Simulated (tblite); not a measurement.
# BF5OSi: the cost of one run

Computed with tblite 0.8.0 and PySCF 2.14.0; each step states its level. No surroundings beyond the atoms listed, unless a continuum is named. Atoms count from 0, parts from 1.

## (1) Starting point

8 atoms, charge 0, multiplicity 1; geometry: distance geometry start.

## (2) Geometry optimisation with GFN2-xTB

Job settings and geometry (Å):

```
{"job": {"kind": "relax", "xc": "GFN2-xTB", "basis": "xTB"}, "charge": 0, "multiplicity": 1}
F     -0.253829     0.087474     2.282903
B     -1.003816    -0.275271     1.147835
F     -2.300806     0.279678     1.080826
O     -0.232012    -0.353670    -0.150798
Si     0.889056     0.870012    -0.732624
F      2.129897     1.035183     0.358282
F      0.081155     2.350913    -0.892911
F      1.482187     0.382782    -2.229150
```

Method: GFN2-xTB geometry optimisation, gas phase.

Started as:

```bash
> OMP_NUM_THREADS=1 python cluster_run.py task.json out
```

This one command runs all jobs of the session in turn.

Q: Estimate the wall time of this first job on 1 thread of Arm Neoverse V1, shared host.

About 1.1 s.
